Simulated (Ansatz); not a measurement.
# InGa3P4: the band gap up the ladder of functionals

An exercise on one series of results from a longer session: the logs are not shown, and one member is left open.

Code: Ansatz 0.2.0. PAW datasets, plane waves. No spin polarisation and no zero-point or thermal motion; the cell was built from a prototype and may be hypothetical.

## Starting point

The cell was relaxed beforehand with r2SCAN.

The symmetry is Pmm2 (No. 25, orthorhombic); a = 3.927 Å, b = 7.874 Å, c = 5.570 Å in the conventional setting, 21.53 Å³ an atom. Near Ga stand 4 P at 2.37–2.39 Å; near P stand 3 Ga at 2.35–2.38 Å and 1 In at 2.53 Å; near Ga stand 4 P at 2.35–2.39 Å; near P stand 4 Ga at 2.39 Å; near In stand 4 P at 2.51–2.53 Å.

Structure file:

```
Ga P In
1.0
     3.92710    0.00000    0.00000
     0.00000    7.87404    0.00000
     0.00000    0.00000    5.57040
Ga P In
3 4 1
Cartesian
  0.0000 5.9726 -0.0012
  1.9636 0.0000 2.7750
  0.0000 1.9014 -0.0012
  1.9636 6.0133 1.3351
  0.0000 0.0000 4.1291
  1.9636 1.8608 1.3351
  0.0000 3.9370 4.3546
  1.9636 3.9370 2.7847
```

The first run:

input.yaml reads:

```yaml
crystal:
  lattice:
    - [3.9271043277, 0.0, 0.0]
    - [0.0, 7.8740410572, 0.0]
    - [0.0, 0.0, 5.5704000966]
  atoms:
    - { symbol: Ga, position: [0.0, 0.7585191801, -0.0002179709] }
    - { symbol: P, position: [0.5, 0.7636839488, 0.2396758093] }
    - { symbol: Ga, position: [0.5, 0.0, 0.4981748649] }
    - { symbol: P, position: [0.0, 0.0, 0.7412564338] }
    - { symbol: Ga, position: [0.0, 0.2414808199, -0.0002179709] }
    - { symbol: P, position: [0.5, 0.2363160512, 0.2396758093] }
    - { symbol: In, position: [0.5, 0.5, 0.4999151624] }
    - { symbol: P, position: [0.0, 0.5, 0.781737862] }
kpoints:
  mp_grid: { grid: [6, 4, 6] }
  band_path:
    path:
      - [[0.0, 0.0, 0.0], [0.5, 0.0, 0.0], [0.5, 0.5, 0.0], [0.0, 0.5, 0.0], [0.0, 0.0, 0.0], [0.0, 0.0, 0.5], [0.5, 0.0, 0.5], [0.5, 0.5, 0.5], [0.0, 0.5, 0.5], [0.0, 0.0, 0.5]]
      - [[0.5, 0.0, 0.0], [0.5, 0.0, 0.5]]
      - [[0.0, 0.5, 0.0], [0.0, 0.5, 0.5]]
      - [[0.5, 0.5, 0.0], [0.5, 0.5, 0.5]]
    npoints: 10
hamiltonian:
  xc: pbe
scf:
  occupations: { method: fermi_dirac, width: 0.02 }
  n_extra_bands: 6
output:
  forces: true
  stress: true
  eigenvalues: true
```

Launch:

```bash
> ansatz run input.yaml --threads 4 --pin off --max-ram 6451MiB --backend cpu --events-out ev --progress --plain --runs-dir out
```

Among the steps run: PBE band path; Single point with r2SCAN; HSE06; PBE+SOC at the same geometry; Single point with PBE0.

One table of the session follows, with a row left open; its other results are not shown here.

| level | gap (eV) |
| --- | --- |
| PBE | 1.29 |
| r2SCAN | 1.69 |
| HSE06 | 2.16 |
| PBE+SOC | ? |
| PBE0 | 2.82 |

Estimate the missing values for PBE+SOC.

**Answer.** gap (eV): 1.28. In the column «gap (eV)» it is the lowest.

Meshes: PBE 6×4×6, r2SCAN 6×4×6, HSE06 4×2×4, PBE+SOC 6×4×6, PBE0 4×2×4

In words: PBE+SOC gives the least gap, 1.28 eV, and PBE0 the largest, 2.82 eV. PBE reaches 60 % of the HSE06 value, and r2SCAN 78 %. PBE0 lies 0.66 eV above HSE06, which differs from it by screening the long-range exchange. The levels disagree on whether the gap is direct.

To keep in mind: Warnings in the runs' records: stress scf threshold loose, stress exchange threshold loose.
